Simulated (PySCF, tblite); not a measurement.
# C7H16N2Si: infrared bands and NMR shifts in gas and solvents, part 3 of 3

tblite 0.8.0 and PySCF 2.14.0. Atoms count from 0. The steps go on from the part before.

**8. Shielding tensors: PBE0/pcSseg-1 in tetrahydrofuran**

The job: settings as JSON, then the geometry in Å.

```
{"job": {"kind": "nmr", "xc": "PBE0", "basis": "pcSseg-1", "solvent": "tetrahydrofuran", "pop": false}, "charge": 0, "multiplicity": 1}
C     -1.819458    -1.969268    -0.549610
C     -1.393042    -0.507943    -0.668697
C     -2.120531     0.362375     0.359715
C      0.099207    -0.368335    -0.535371
N      0.742501    -0.877977     0.448102
N      2.069672    -0.555877     0.365677
Si     3.167566    -1.313902     1.491215
C      2.368970     0.029463    -0.941542
C      0.984464     0.477508    -1.433645
C      0.712567     1.969517    -1.247603
H     -2.909493    -2.072289    -0.664836
H     -1.330704    -2.592509    -1.313373
H     -1.532870    -2.364940     0.436252
H     -1.661269    -0.146588    -1.677269
H     -1.854861     1.424952     0.257135
H     -3.212813     0.272198     0.249699
H     -1.846762     0.045317     1.377528
H      4.476132    -0.617583     1.305649
H      3.372228    -2.778585     1.244666
H      2.667549    -1.131965     2.882693
H      2.802137    -0.726051    -1.624709
H      3.086030     0.860562    -0.855836
H      0.838177     0.213575    -2.493578
H     -0.315822     2.229263    -1.541432
H      0.849836     2.259310    -0.194229
H      1.398154     2.573085    -1.862404
```

Level: GIAO PBE0/pcSseg-1 NMR shielding, non-relativistic, IEF-PCM tetrahydrofuran.

Output:

```text
coarse grid: 21272 points
cycle   1  E = -674.6119153821  dE =  1.019e+00  |g| = 4.241e-01  |ddm| = 4.497e+00
cycle   2  E = -674.6133169377  dE = -1.402e-03  |g| = 4.260e-01  |ddm| = 7.901e-01
cycle   3  E = -674.6596280712  dE = -4.631e-02  |g| = 4.058e-02  |ddm| = 3.892e-01
cycle   4  E = -674.6599493978  dE = -3.213e-04  |g| = 1.462e-02  |ddm| = 4.819e-02
cycle   5  E = -674.6599788818  dE = -2.948e-05  |g| = 8.595e-03  |ddm| = 1.739e-02
cycle   6  E = -674.6599931768  dE = -1.429e-05  |g| = 1.710e-03  |ddm| = 7.438e-03
cycle   7  E = -674.6599937766  dE = -5.999e-07  |g| = 6.375e-04  |ddm| = 1.928e-03
final grid: 198320 points
cycle   8  E = -674.7177293605  dE = -5.624e-05  |g| = 9.316e-03  |ddm| = 4.428e-02
cycle   9  E = -674.7177227081  dE =  6.652e-06  |g| = 1.080e-02  |ddm| = 1.850e-02
cycle  10  E = -674.7177513368  dE = -2.863e-05  |g| = 1.307e-03  |ddm| = 9.981e-03
cycle  11  E = -674.7177516745  dE = -3.377e-07  |g| = 4.559e-04  |ddm| = 1.390e-03
cycle  12  E = -674.7177517208  dE = -4.625e-08  |g| = 7.519e-05  |ddm| = 4.492e-04
cycle  13  E = -674.7177517217  dE = -8.854e-10  |g| = 3.955e-05  |ddm| = 8.865e-05
cycle  14  E = -674.7177517220  dE = -3.033e-10  |g| = 6.795e-06  |ddm| = 3.327e-05
converged SCF energy = -674.7177517220

GIAO shielding tensors (ppm)
atom      isotropic    diamagn.    paramagn.     s11        s22        s33       span
  0 C      160.801     246.782     -85.981    144.094    155.249    183.060     38.966
  1 C      154.145     244.730     -90.585    143.247    155.258    163.929     20.682
  2 C      157.872     248.327     -90.456    143.533    146.828    183.254     39.721
  3 C       15.158     258.471    -243.313    -81.145     26.761     99.858    181.003
  4 N      -98.150     327.610    -425.760   -374.945    -76.002    156.498    531.443
  5 N      143.167     329.687    -186.520     64.992    106.319    258.191    193.199
  6 Si     406.693     880.174    -473.480    363.963    386.038    470.079    106.115
  7 C      127.142     245.861    -118.719     96.909    128.018    156.500     59.591
  8 C      137.497     249.901    -112.404    109.017    142.360    161.113     52.095
  9 C      165.287     248.611     -83.325    148.823    164.796    182.240     33.417
 10 H       30.229      28.986       1.242     25.810     27.634     37.241     11.431
 11 H       30.077      29.983       0.094     25.834     27.949     36.449     10.615
 12 H       29.874      30.798      -0.924     25.921     29.275     34.428      8.507
 13 H       28.920      33.183      -4.264     25.380     28.134     33.245      7.864
 14 H       29.968      31.686      -1.718     25.181     29.793     34.931      9.751
 15 H       30.058      30.020       0.038     25.810     27.297     37.068     11.258
 16 H       30.166      31.716      -1.551     26.867     29.028     34.602      7.735
 17 H       26.677      27.952      -1.275     23.136     25.614     31.280      8.144
 18 H       26.607      28.269      -1.662     23.081     24.662     32.077      8.996
 19 H       26.445      29.200      -2.754     23.011     24.989     31.337      8.326
 20 H       27.824      29.978      -2.154     22.110     27.530     33.831     11.721
 21 H       28.058      30.513      -2.455     24.062     27.738     32.373      8.310
 22 H       28.552      32.597      -4.046     25.635     26.873     33.147      7.512
 23 H       30.025      31.062      -1.037     24.893     29.607     35.576     10.684
 24 H       30.304      31.603      -1.299     27.004     29.004     34.903      7.899
 25 H       30.209      29.108       1.102     25.689     27.494     37.444     11.755
```

It took 65 s on 1 thread of Arm Neoverse V1, shared host; peak memory 1.4 GiB.

In short: δ C3 170.1, C7 58.1, C8 47.8, C1 31.1, H17 4.67, H20 3.42 ppm (means over like atoms).

**9. Side by side: NMR shifts**

Shifts (ppm) of some atoms, chosen among heavy atoms and hydrogens apart, means over like atoms, with basis size and wall time:

```
                             run     C3    C8   H17   H22     N4     N5    Si6  functions  time
                   PBE0/pcSseg-1  165.3  46.8  4.72  2.48  375.5  123.4  -54.8        257  82 s
                    PBE/pcSseg-1  161.0  49.4  4.87  2.65  367.2  135.0  -59.3        257  95 s
        PBE0/pcSseg-1 in benzene  167.7  47.3  4.69  2.58  371.0  124.3  -54.9        257  69 s
PBE0/pcSseg-1 in tetrahydrofuran  170.1  47.8  4.67  2.69  366.2  124.9  -54.9        257  65 s
```

The continuum's effect on the ground state:

```csv
solvent,ε,polarisation energy (Eh),μ (D)
benzene,2.27,-0.0026,2.72
tetrahydrofuran,7.43,-0.0055,3.17
```

**10. Results**

The summary covers parts 1 to 3.

| quantity | value |
| --- | --- |
| strongest single infrared mode (GFN2-xTB) | 2183 cm⁻¹, 410 km/mol |
| zero-point energy (GFN2-xTB) | 135.7 kcal/mol |
| point group | C1 |
| rotational constants (main isotopes) | 1.61, 0.76, 0.60 GHz |
| 13C shifts against TMS (PBE0/pcSseg-1) | 165.3, 57.8, 46.8, 30.8, 27.0, 24.1, 19.7 ppm |
| 1H shifts against TMS (PBE0/pcSseg-1, means over atoms taken as alike) | 4.72, 3.34, 3.06, 2.48, 2.15, 1.23, 1.20, 1.02 ppm |
| 15N shifts against NH3 (PBE0/pcSseg-1) | 375.5, 123.4 ppm |
| 29Si shifts against TMS (PBE0/pcSseg-1) | -54.8 ppm |
| surface potential, 1st and 99th percentile | -1.35 V and 0.81 V |
| range of the shift of N4 (PBE0/pcSseg-1 runs) | 366.2 to 375.5 ppm |

**Reading.** Relaxing lowered the energy by 0.264 eV in 213 steps; the close pair that moved most is C3–N4, from 1.315 to 1.273 Å (GFN2-xTB). All 72 modes are real, so the xTB geometry is a minimum. The strongest single mode, at 2183 cm⁻¹, moves mainly H18. Unscaled tight-binding wavenumbers are off by several per cent, some by more. Its intensities can rank the bands wrongly. The optimisation took 14 steps and gained 0.345 eV; among the close pairs (by a distance rule), C0–H12 changed most, from 1.046 to 1.100 Å (PBE0/def2-SVP). At PBE0/pcSseg-1: The largest span, 558 ppm, is at N4, where the paramagnetic term is -436 ppm. At one level, PBE0/pcSseg-1: Across the 3 runs the shift of N4 moves most, between 366.2 (PBE0/pcSseg-1 in tetrahydrofuran) and 375.5 ppm (PBE0/pcSseg-1). The continuum holds electrostatics alone: no hydrogen bonds to the solvent, and the gas-phase geometry is kept.
